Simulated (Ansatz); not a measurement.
# Alloy of ZnGa2O4 and ZnAl2O4 (4 of 16 Ga sites exchanged), 56 atoms, part 2 of 2

Ansatz 0.2.0, PAW. The steps go on from the part before.

### 3 HSE06 on the final geometry

Input file in.yaml:

```yaml
crystal:
  lattice:
    - [8.278281, 0.000000, 0.000000]
    - [0.000000, 8.278281, 0.000000]
    - [0.000000, 0.000000, 8.278281]
  atoms:
    - { symbol: Zn, position: [0.874957, 0.373094, 0.373031] }
    - { symbol: Zn, position: [0.375052, 0.877258, 0.372932] }
    - { symbol: Zn, position: [0.374914, 0.373606, 0.876922] }
    - { symbol: Zn, position: [0.125339, 0.125715, 0.121206] }
    - { symbol: Zn, position: [0.875273, 0.877348, 0.876970] }
    - { symbol: Zn, position: [0.625313, 0.625738, 0.121223] }
    - { symbol: Zn, position: [0.625581, 0.125936, 0.628992] }
    - { symbol: Zn, position: [0.125521, 0.625850, 0.629389] }
    - { symbol: Al, position: [0.500302, 0.000734, 0.999980] }
    - { symbol: Al, position: [0.750053, 0.247809, 0.997306] }
    - { symbol: Al, position: [0.252086, 0.752474, 0.001123] }
    - { symbol: Al, position: [0.998528, 0.249476, 0.751902] }
    - { symbol: O, position: [0.510168, 0.010982, 0.231198] }
    - { symbol: O, position: [0.740890, 0.240217, 0.229515] }
    - { symbol: O, position: [0.516226, 0.233690, 0.006399] }
    - { symbol: O, position: [0.733231, 0.015458, 0.007194] }
    - { symbol: O, position: [0.012096, 0.511622, 0.237296] }
    - { symbol: O, position: [0.241124, 0.741827, 0.232130] }
    - { symbol: O, position: [0.018648, 0.741299, 0.008583] }
    - { symbol: O, position: [0.241921, 0.519141, 0.009185] }
    - { symbol: O, position: [0.009702, 0.018368, 0.741855] }
    - { symbol: O, position: [0.231059, 0.241203, 0.742766] }
    - { symbol: O, position: [0.008391, 0.241609, 0.518952] }
    - { symbol: O, position: [0.239156, 0.012297, 0.513425] }
    - { symbol: O, position: [0.260671, 0.262321, 0.260177] }
    - { symbol: O, position: [0.489965, 0.489037, 0.260118] }
    - { symbol: O, position: [0.489044, 0.260559, 0.488721] }
    - { symbol: O, position: [0.261115, 0.490874, 0.488788] }
    - { symbol: O, position: [0.511414, 0.511163, 0.739873] }
    - { symbol: O, position: [0.739860, 0.738161, 0.740681] }
    - { symbol: O, position: [0.510515, 0.740868, 0.512483] }
    - { symbol: O, position: [0.739299, 0.510787, 0.510916] }
    - { symbol: O, position: [0.762316, 0.761607, 0.259205] }
    - { symbol: O, position: [0.989036, 0.990942, 0.261154] }
    - { symbol: O, position: [0.990160, 0.762310, 0.489685] }
    - { symbol: O, position: [0.759728, 0.990179, 0.487773] }
    - { symbol: O, position: [0.766452, 0.257771, 0.766253] }
    - { symbol: O, position: [0.990152, 0.481404, 0.760322] }
    - { symbol: O, position: [0.983683, 0.257350, 0.983743] }
    - { symbol: O, position: [0.760115, 0.481130, 0.989649] }
    - { symbol: O, position: [0.259871, 0.761720, 0.769742] }
    - { symbol: O, position: [0.489493, 0.991371, 0.768928] }
    - { symbol: O, position: [0.485209, 0.767565, 0.992548] }
    - { symbol: O, position: [0.267348, 0.985422, 0.993184] }
    - { symbol: Ga, position: [0.749791, 0.000860, 0.247068] }
    - { symbol: Ga, position: [0.001248, 0.499297, 0.998628] }
    - { symbol: Ga, position: [0.999132, 0.002101, 0.501689] }
    - { symbol: Ga, position: [0.500187, 0.500630, 0.500110] }
    - { symbol: Ga, position: [0.248569, 0.251837, 0.501666] }
    - { symbol: Ga, position: [0.251374, 0.502087, 0.248497] }
    - { symbol: Ga, position: [0.500677, 0.250095, 0.247214] }
    - { symbol: Ga, position: [0.750343, 0.750552, 0.499995] }
    - { symbol: Ga, position: [0.249276, 0.001816, 0.753982] }
    - { symbol: Ga, position: [0.750586, 0.497744, 0.750442] }
    - { symbol: Ga, position: [0.001884, 0.751721, 0.248687] }
    - { symbol: Ga, position: [0.499979, 0.751241, 0.752860] }
  symmetry: { detect: false }
kpoints:
  mp_grid: { grid: [1, 1, 1], shift: [0.25, 0.25, 0.25] }
hamiltonian:
  xc: hse06
scf:
  occupations: { method: fermi_dirac, width: 0.01 }
output:
  forces: true
  eigenvalues: true
  populations: true
  eigenstates: { kpoints: [[0.25, 0.25, 0.25]], e_range: [-6.0, 6.0], localisation: true }
  write_density: true
  write_potential: true
  elf: true
  volumetric_format: npy
```

On the command line:

```
$ ansatz run in.yaml --threads 2 --pin off --max-ram 30400MiB --runs-dir r --events-out ev --progress --plain --backend cuda --devices 0, --max-vram 18GiB
```

Log:

```text
Pseudopotentials: kind: paw
Functional definition: HSE06
  parameter a = 0.25
  parameter omega = 0.11/bohr
  exchange = pbe_x - a*pbe_x_sr(omega) + a*exact_x_sr(omega)
  correlation = pbe_c
Crystal: 56 atoms, lattice volume = 567.310 Å³
Basis set: ecut = 420 eV, 11067 PW (Γ), exchange–correlation on 120×120×120 points (8 copies of the dense FFT grid, shifted against one another)
Bands: 284, of which v1, the nominal top of the filled ones, is band 228 counted from 1 (227 counted from 0)
Symmetry: 1 space group operations
k-points: 1
Non-local potential: Zn, projectors of the file, l = 0: 2, l = 1: 2, l = 2: 3, l = 3: 1
Non-local potential: Al, projectors of the file, l = 0: 2, l = 1: 2, l = 2: 1
Non-local potential: O, projectors of the file, l = 0: 2, l = 1: 2, l = 2: 1
Non-local potential: Ga, projectors of the file, l = 0: 2, l = 1: 2, l = 2: 3, l = 3: 1
PAW form: soft (Blöchl's): semilocal exchange-correlation on the pseudo side does not see the compensation charge
PAW frozen core: Zn, regenerated for the run's functional, and the local potential with it (the file was generated under x = pbe(κ = 0.804, μ = 0.2195149727645171), c = pbe(β = 0.06672455060314922))
PAW frozen core: Al, regenerated for the run's functional, and the local potential with it (the file was generated under x = pbe(κ = 0.804, μ = 0.2195149727645171), c = pbe(β = 0.06672455060314922))
PAW frozen core: O, regenerated for the run's functional, and the local potential with it (the file was generated under x = pbe(κ = 0.804, μ = 0.2195149727645171), c = pbe(β = 0.06672455060314922))
PAW frozen core: Ga, regenerated for the run's functional, and the local potential with it (the file was generated under x = pbe(κ = 0.804, μ = 0.2195149727645171), c = pbe(β = 0.06672455060314922))
PAW one-centre angular grid: Zn, 590 points (default); XC on 64 Gauss nodes
PAW one-centre angular grid: Al, 110 points (default); XC on 64 Gauss nodes
PAW one-centre angular grid: O, 110 points (default); XC on 96 Gauss nodes
PAW one-centre angular grid: Ga, 590 points (default); XC on 64 Gauss nodes
Initial density: superposition of atomic densities (neutral atoms: chi_scale 0, normalization atom), corrected by the library's trained network
Initial wavefunctions: pseudopotential atomic-orbital guess
Functional: x = pbe(κ = 0.804, μ = 0.2195149727645171), c = pbe(β = 0.06672455060314922), warm-up for x = pbe(κ = 0.804, μ = 0.2195149727645171) + 0.25 (exact − pbe) at short range (hse, ω = 0.20786987370883472 Å⁻¹), c = pbe(β = 0.06672455060314922); HSE06 as pw.x's `hse` composes it (authors' and Libxc's form: `xc: wpbeh`)
SCF iter   1: F=—  HF=-92286.929559 eV  |F-HF|=—  |Δ(HF+E_count)|=         —  Δρ=1.96e-3  dr2=1.09e-2  ethr=1.77e-3  ⟨swp⟩=19.0  Hψ=1495  notcnv=0
preconditioner: auto → none  [insulator: Δε(μ)=4.054 eV  Ē_g=16.584 eV  σ=0.010 eV  W_gap=1.00  n_scr=178 (ndim 8)  ℏωp=33.3 eV  f_vac=0.013  D(μ)=0.00/eV (n_scr^D=0)]
SCF iter   2: F=—  HF=-92286.944932 eV  |F-HF|=—  |Δ(HF+E_count)|=   1.54e-2  Δρ=9.90e-4  dr2=2.58e-3  ethr=2.39e-6  ⟨swp⟩=9.0  Hψ=1184  notcnv=0  defer=11
SCF iter   3: F=-92286.946005 eV  HF=-92286.945308 eV  |F-HF|=6.98e-4  |Δ(HF+E_count)|=   3.76e-4  Δρ=4.84e-4  dr2=4.01e-4  ethr=5.66e-7  ⟨swp⟩=8.0  Hψ=792  notcnv=0  defer=6
SCF 1 stopped early in 3 iterations: F = -92286.946005 eV  dr2 = 4.01e-4
Initial density: handed on by an earlier stage of this run
Initial wavefunctions: those handed on with the density
Functional: x = pbe(κ = 0.804, μ = 0.2195149727645171) + 0.25 (exact − pbe) at short range (hse, ω = 0.20786987370883472 Å⁻¹), c = pbe(β = 0.06672455060314922); HSE06 as pw.x's `hse` composes it (authors' and Libxc's form: `xc: wpbeh`)
Exchange kernel: α = 0.2500, screened, ω = 0.2079 Å⁻¹, Wigner–Seitz truncation, v(0) = 800.0764 eV·Å³, q-mesh 1×1×1, nearest image of the exchange supercell L = 8.28 Å, pair-density grid 40×40×40, without the augmentation charges, whose exchange is taken in its separable form (sized by the pseudopotential files, 60×60×60 at the most)
Frozen-core exchange: fock
SCF iter   1: F=—  HF=-92292.036276 eV  |F-HF|=—  |Δ(HF+E_count)|=         —  Δρ=2.00e-2  dr2=1.07e0  ethr=8.78e-7  ⟨swp⟩=15.0  Hψ=1550  notcnv=0
preconditioner: auto → none  [insulator: Δε(μ)=5.841 eV  Ē_g=19.669 eV  σ=0.010 eV  W_gap=1.00  n_scr=178 (ndim 8)  ℏωp=33.3 eV  f_vac=0.013  D(μ)=0.00/eV (n_scr^D=0)]
SCF iter   2: F=—  HF=-92291.654442 eV  |F-HF|=—  |Δ(HF+E_count)|=   3.82e-1  Δρ=5.11e-3  dr2=8.96e-2  ethr=8.78e-7  ⟨swp⟩=6.0  Hψ=1250  notcnv=0
SCF iter   3: F=—  HF=-92291.867666 eV  |F-HF|=—  |Δ(HF+E_count)|=   2.13e-1  Δρ=5.17e-3  dr2=6.49e-2  ethr=8.78e-7  ⟨swp⟩=7.0  Hψ=1184  notcnv=0  defer=1
SCF iter   4: F=—  HF=-92291.854958 eV  |F-HF|=—  |Δ(HF+E_count)|=   1.27e-2  Δρ=1.76e-3  dr2=6.76e-3  ethr=8.78e-7  ⟨swp⟩=4.0  Hψ=929  notcnv=0
SCF iter   5: F=—  HF=-92291.862172 eV  |F-HF|=—  |Δ(HF+E_count)|=   7.21e-3  Δρ=7.86e-4  dr2=2.29e-3  ethr=8.78e-7  ⟨swp⟩=15.0  Hψ=860  notcnv=0  defer=2
SCF iter   6: F=—  HF=-92291.861462 eV  |F-HF|=—  |Δ(HF+E_count)|=   7.10e-4  Δρ=2.86e-4  dr2=5.07e-4  ethr=4.83e-7  ⟨swp⟩=6.0  Hψ=819  notcnv=0
iter 7 solved again at ethr=1.39e-9 eV; its pass at ethr=9.25e-8 eV (dr2=6.33e-6 eV) is discarded
SCF iter   7: F=-92291.861303 eV  HF=-92291.861307 eV  |F-HF|=4.06e-6  |Δ(HF+E_count)|=   1.55e-4  Δρ=3.65e-5  dr2=1.51e-5  ethr=1.39e-9  ⟨swp⟩=4.0  Hψ=1286  notcnv=0
eigensolver tolerance schedule: the retry pair's looser diagonalisation over-reported the residual by 0.19 of it (diagonalisation noise at 0.19 of the residual, at the tolerance the schedule requests for it); recorded, not acted on — ethr = c·dr2/N_el stays at c = 1.0e-1
SCF 2 stopped early in 7 iterations: F = -92291.861303 eV  dr2 = 1.51e-5
  Residual-converged pass: ⟨swp⟩=3.0  Hψ=740  notcnv=0  max |occ|·‖R‖ = 3.6e-6 eV (tolerance 6.7e-6 eV)  dr2=1.50e-5  dr2_onsite=8.24e-7  max |Δocc| = 0.0e0
[... from here the SCF cycle lines were not kept, up to the last twenty ...]
hybrid outer 1: dexx = +2.637e-1 eV, tail = 6.24e-4 eV
SCF iter   1: F=—  HF=-92291.852165 eV  |F-HF|=—  |Δ(HF+E_count)|=         —  Δρ=5.64e-5  dr2=1.21e-5  ethr=6.84e-7  ⟨swp⟩=20.0  Hψ=769  notcnv=1
preconditioner: auto → none  [insulator: Δε(μ)=5.840 eV  Ē_g=19.541 eV  σ=0.010 eV  W_gap=1.00  n_scr=178 (ndim 8)  ℏωp=33.3 eV  f_vac=0.021  D(μ)=0.00/eV (n_scr^D=0)]
SCF iter   2: F=—  HF=-92291.852189 eV  |F-HF|=—  |Δ(HF+E_count)|=   2.37e-5  Δρ=2.43e-5  dr2=1.92e-6  ethr=2.22e-9  ⟨swp⟩=7.0  Hψ=1035  notcnv=0  defer=3
SCF iter   3: F=—  HF=-92291.852188 eV  |F-HF|=—  |Δ(HF+E_count)|=   2.06e-7  Δρ=9.53e-6  dr2=1.63e-7  ethr=3.14e-10  ⟨swp⟩=6.0  Hψ=635  notcnv=0  defer=2
SCF iter   4: F=-92291.852189 eV  HF=-92291.852189 eV  |F-HF|=6.74e-8  |Δ(HF+E_count)|=   6.24e-7  Δρ=3.93e-6  dr2=6.32e-8  ethr=2.78e-11  ⟨swp⟩=6.0  Hψ=978  notcnv=0  defer=11
SCF 3 converged in 4 iterations: F = -92291.852189 eV  dr2 = 6.32e-8
  Residual-converged pass: ⟨swp⟩=2.0  Hψ=510  notcnv=0  max |occ|·‖R‖ = 1.5e-6 eV (tolerance 2.4e-6 eV)  dr2=6.33e-8  dr2_onsite=2.21e-8  max |Δocc| = 0.0e0
hybrid outer 2: dexx = +1.154e-5 eV, tail = 3.51e-7 eV, Δε = 2.75e-3 eV (about 7.88e-5 eV left of the loop's levels), ΔF = 4.05e-3 eV/Å (tail 6.26e-4)
NSCF: frozen V_eff on 1 k-points
hybrid SCF converged: 2 outer / 11 inner (+3 warm-up), last move |dexx| = 1.15e-5 eV, tail = 3.51e-7 eV
Stability not checked: this state was not tested for a lower state beside it, because the functional holds exact exchange (a hybrid, or Hartree-Fock), whose exchange loop this test does not read (fock_operator; see scf.lower_state_search)
Free energy (F): -92291.852186 eV
Harris-Foulkes:  -92291.852186 eV  (|F-HF|=6.74e-8)
Internal energy: -92291.852186 eV  (E = F + TS)
E sigma→0 (E₀):  -92291.852186 eV
Fermi energy:    9.688632 eV
--- Per-component energies (eV) ---
  E_band       = -718.320539
  E_kinetic    = 8224.784495
  E_local      = -46363.453868  (includes V_loc(G=0)·N_el)
  E_nonlocal   = 11752.695223
  E_hartree    = 20322.538680
  E_xc         = -3547.262983
  E_vxc        = -3372.172290  (∫ρ·V_xc dr)
  E_exx        = -1563.241466  (= α·E_x^exact, valence–valence)
  E_paw        = -44968.484078  (= ΣΔE_a)
  E_vpaw       = -8478.829902  (= ΣTr[D̂ρ^β])
  E_aug_tail   = 0.075200  (compensation charges beyond the density's cutoff)
  E_ewald      = -36154.943173
  E_core_change = 5.439779  (= ΣΔE_core)
  E_smearing   = -0.000000  (= −TS)
  E_closure    = 0.000005  (closes the sum)
  Σ components = -92291.852186   (vs F -92291.852186, Δ=0.00e0)
--- Forces (eV/Å), atoms counted from 1 ---
  atom   1  Zn     0.00813085     0.01104078     0.00638190
  atom   2  Zn     0.00339903     0.00458313    -0.02257574
  atom   3  Zn     0.00515017     0.00683377    -0.00056248
  atom   4  Zn    -0.00567356    -0.01632304    -0.00951976
  atom   5  Zn     0.00559204     0.03252168    -0.00253074
  atom   6  Zn    -0.01698429    -0.00506713     0.00055625
  atom   7  Zn     0.00984173    -0.00423872     0.02184344
  atom   8  Zn    -0.00772929    -0.02089653     0.00439728
  atom   9  Al     0.00011865    -0.00145677    -0.00434804
  atom  10  Al     0.00805338    -0.01880350    -0.02106022
  atom  11  Al     0.01637426     0.01812560     0.00315154
  atom  12  Al    -0.02106078    -0.00337017     0.02259771
  atom  13  O      0.16948349     0.17083187    -0.12616713
  atom  14  O     -0.14893833    -0.15676593    -0.12308667
  atom  15  O      0.11232239    -0.12357960     0.16140971
  atom  16  O     -0.12686902     0.11205460     0.17233108
  atom  17  O      0.15674442     0.15178153    -0.15753847
  atom  18  O     -0.16301221    -0.15865128    -0.11973239
  atom  19  O      0.11226221    -0.14287924     0.15197209
  atom  20  O     -0.14500205     0.11065343     0.16069719
  atom  21  O      0.15262935     0.12097669    -0.16354430
  atom  22  O     -0.12112928    -0.14937567    -0.14477470
  atom  23  O      0.15401080    -0.17070891     0.11550466
  atom  24  O     -0.15146836     0.15273758     0.14916459
  atom  25  O      0.14540713     0.15768319     0.14066837
  atom  26  O     -0.15550581    -0.15485864     0.15552622
  atom  27  O     -0.15113175     0.15434205    -0.14317222
  atom  28  O      0.16537245    -0.15107648    -0.15419229
  atom  29  O      0.15175971     0.14584512    -0.15856861
  atom  30  O     -0.14182132    -0.14936459    -0.14487570
  atom  31  O      0.15417534    -0.15048272     0.14991842
  atom  32  O     -0.16615515     0.15721874     0.14991735
  atom  33  O      0.15672163     0.15127219     0.14390160
  atom  34  O     -0.15275491    -0.15171756     0.15070429
  atom  35  O     -0.15694243     0.15717967    -0.14598760
  atom  36  O      0.15144706    -0.15889107    -0.15002698
  atom  37  O      0.11575919     0.16187343     0.11849079
  atom  38  O     -0.15670399    -0.11823086     0.16883618
  atom  39  O     -0.10492015     0.16137489    -0.11852944
  atom  40  O      0.14721903    -0.10824980    -0.15642273
  atom  41  O      0.14847703     0.15058411     0.12572577
  atom  42  O     -0.16271797    -0.16123508     0.12721391
  atom  43  O     -0.11379174     0.11823390    -0.17323696
  atom  44  O      0.12086632    -0.11814447    -0.16836401
  atom  45  Ga    -0.01768640     0.01828560    -0.04014208
  atom  46  Ga     0.00277822    -0.02738964    -0.02066087
  atom  47  Ga    -0.00128047     0.02424965     0.02329322
  atom  48  Ga     0.00316361    -0.00216990    -0.00105345
  atom  49  Ga    -0.02139106     0.00076374     0.01909502
  atom  50  Ga    -0.00035857     0.02307425    -0.01726237
  atom  51  Ga     0.00998542    -0.01919032    -0.04288855
  atom  52  Ga     0.00107216    -0.00390212     0.00070415
  atom  53  Ga    -0.00174168     0.00390978     0.04455529
  atom  54  Ga     0.02089806    -0.05058752     0.01796333
  atom  55  Ga     0.02292415     0.00223385    -0.01939883
  atom  56  Ga    -0.01939826     0.01739101     0.04365843
  max |Σ_I F_I| component: 4.86e-5 eV/Å
--- Band table (eV) ---
  k-point 0: bands = [... 216 lower levels ..., "6.3210", "6.3463", "6.3839", "6.4294", "6.4540", "6.5167", "6.5404", "6.6184", "6.6642", "6.7028", "6.7357", "6.7682", "12.6087", "14.2872", "14.4106", "14.5473", "15.3398", "15.3952", "15.4229", "15.5258", "15.5892", "15.6502", "15.7596", "15.8229", ... 44 higher levels ...]
--- Löwdin populations: 56 sites ---
  site symbol       q [e]
     0     Zn     10.4524
     1     Zn     10.4518
     2     Zn     10.4539
     3     Zn     10.4538
     4     Zn     10.4537
     5     Zn     10.4530
     6     Zn     10.4525
     7     Zn     10.4522
     8     Al      1.7416
     9     Al      1.7390
    10     Al      1.7384
    11     Al      1.7385
    12      O      6.8658
    13      O      6.8673
    14      O      6.9011
    15      O      6.9009
    16      O      6.8316
    17      O      6.8681
    18      O      6.8696
    19      O      6.8682
    20      O      6.8687
    21      O      6.8693
    22      O      6.8667
    23      O      6.8332
    24      O      6.8369
    25      O      6.8333
    26      O      6.8362
    27      O      6.8332
    28      O      6.8348
    29      O      6.8368
    30      O      6.8348
    31      O      6.8333
    32      O      6.8353
    33      O      6.8349
    34      O      6.8347
    35      O      6.8349
    36      O      6.9017
    37      O      6.8644
    38      O      6.9020
    39      O      6.8668
    40      O      6.8678
    41      O      6.8677
    42      O      6.8997
    43      O      6.9000
    44     Ga     11.9610
    45     Ga     11.9641
    46     Ga     11.9623
    47     Ga     11.9609
    48     Ga     11.9577
    49     Ga     11.9595
    50     Ga     11.9600
    51     Ga     11.9568
    52     Ga     11.9616
    53     Ga     11.9605
    54     Ga     11.9586
    55     Ga     11.9601
  spilling = 0.005256 (of n_electrons = 456.000000)
```

It took 48 s on 1 × NVIDIA H100 80GB HBM3 with 2 threads of AMD EPYC 7R13, shared host; peak host memory 2 GiB.

Spacing of the frontier levels at the single k point (¼, ¼, ¼): 5.84 eV (6.768 to 12.609 eV).

The states next to the gap (eigenstates.tsv), from the top filled level:

```csv
level (eV),spin,filling,atoms sharing it,main element,its share,largest atom
-0.25,both,2.00,30.2,O,0.84,–
-0.23,both,2.00,29.9,O,0.84,–
-0.15,both,2.00,28.6,O,0.86,–
-0.10,both,2.00,34.4,O,0.86,–
-0.07,both,2.00,29.4,O,0.86,–
-0.03,both,2.00,26.8,O,0.87,–
0.00,both,2.00,35.2,O,0.86,–
5.84,both,0.00,52.4,O,0.58,–
```

The largest force by HSE06 is 0.27 eV/Å, on O32: the geometry is not this level's minimum.

Density in a lattice plane of the grid's cell (edges 8.28 and 8.28 Å, at 0.001 of the third edge), which holds Al and O and Ga.

Values in e/Å³, 12 rows by 12 columns:
```
 0.08  0.06  0.28  1.68  0.73  0.22  0.25  0.17  0.45  0.93  0.31  0.16
 0.84  0.37  0.32  1.24  0.35  0.84  2.70  0.43  0.06  0.07  0.15  0.34
 6.77  1.91  1.05 41.91  0.97  1.93  6.64  0.84  0.07  0.04  0.07  0.87
 1.73  0.62  0.31  0.85  0.26  0.28  0.60  0.29  0.15  0.06  0.05  0.35
 1.52  0.37  0.73  2.23  0.36  0.05  0.06  0.14  0.32  0.82  0.35  0.34
52.42  1.33  1.94  6.84  0.78  0.07  0.03  0.07  0.81  6.92  1.90  1.46
 1.28  0.30  0.34  0.78  0.31  0.15  0.06  0.05  0.37  2.16  0.69  0.36
 2.00  0.36  0.05  0.06  0.15  0.29  0.61  0.28  0.27  0.89  0.32  0.70
 6.94  0.85  0.06  0.03  0.07  0.85  6.65  1.91  1.02 42.14  1.01  2.08
 0.78  0.32  0.14  0.07  0.06  0.43  2.69  0.83  0.35  1.18  0.30  0.35
 0.07  0.15  0.31  0.94  0.45  0.18  0.25  0.22  0.73  1.72  0.29  0.06
 0.04  0.07  0.63  6.56  2.49  0.24  0.05  0.23  2.45  6.63  0.65  0.07
```
Columns run along the first of these edges and rows up along the second, over one cell in 12 and 12 even steps from the bottom left corner. Atoms in the plane (fractional): Al at (0.50, 1.00), O at (0.51, 0.23), O at (0.73, 0.01), O at (0.01, 0.74), O at (0.24, 0.51), O at (0.99, 0.26), O at (0.76, 0.49), O at (0.49, 0.77), O at (0.27, 0.99), Ga at (0.75, 0.25), Ga at (1.00, 0.50), Ga at (0.25, 0.75).

ELF in the same plane.

Ten even steps from '0' (0.00) to '9' (0.86):
```
000279889720002799995100
110036885225851157741111
774111211269995101111114
998310001498698300000169
579410101497598300000488
888411011389995110000379
875112221135631111110147
221258984100111114663112
001498798300000169998310
301496588400001488469410
001389995100000389789410
221136641111100148985112
874101111113653112221158
798300001159998311011498
488300000389579410101497
996100000389689410001389
741111110159996211211146
111114775115752258873001
000159999720002798897200
000389559940004995598300
```
Columns run along the first of these edges and rows up along the second, over one cell in 24 and 20 even steps from the bottom left corner. Atoms in the plane (fractional): Al at (0.50, 1.00), O at (0.51, 0.23), O at (0.73, 0.01), O at (0.01, 0.74), O at (0.24, 0.51), O at (0.99, 0.26), O at (0.76, 0.49), O at (0.49, 0.77), O at (0.27, 0.99), Ga at (0.75, 0.25), Ga at (1.00, 0.50), Ga at (0.25, 0.75).

Both are smooth fields of the valence electrons: close to the nuclei they are not physical.

Maxima of ELF outside the ion cores: 0.87 on the O–Al line, 0.7 Å from O; 0.86 in the shell around O, 0.6 Å from O; 0.85 on the O–Ga line, 0.7 Å from O.

### 4 Results

The summary covers parts 1 to 2. Changes of volume or cell count from the first structure of part 1.

```
             level        time  top filled to lowest empty (eV)
PBEsol, relaxation  18 s (GPU)                             3.97
             HSE06  48 s (GPU)                             5.84
```

```
     quantity                                                                      value
   relaxation                                           5 recorded steps, 0.94 eV gained
largest shift                                              0.10 Å (O44 and others alike)
 relaxed cell  a = 8.278 Å, b = 8.278 Å, c = 8.278 Å, α = 90.00°, β = 90.00°, γ = 90.00°
   mean bonds                                       Al–O 1.928, Ga–O 1.992, O–Zn 1.964 Å
```

**Reading.** The relaxation lowers the energy by 0.94 eV; the largest shift is 0.10 Å (O44 and others alike), while the volume changes by +0.0 %. The mean lengths of the listed bonds run from Al–O 1.93 Å to Ga–O 1.99 Å. At the same k points, PBEsol gives a spacing 1.87 eV smaller than the 5.84 eV of HSE06. With one k point the spacing samples only the states that fold onto it, so it can exceed the gap over the zone.
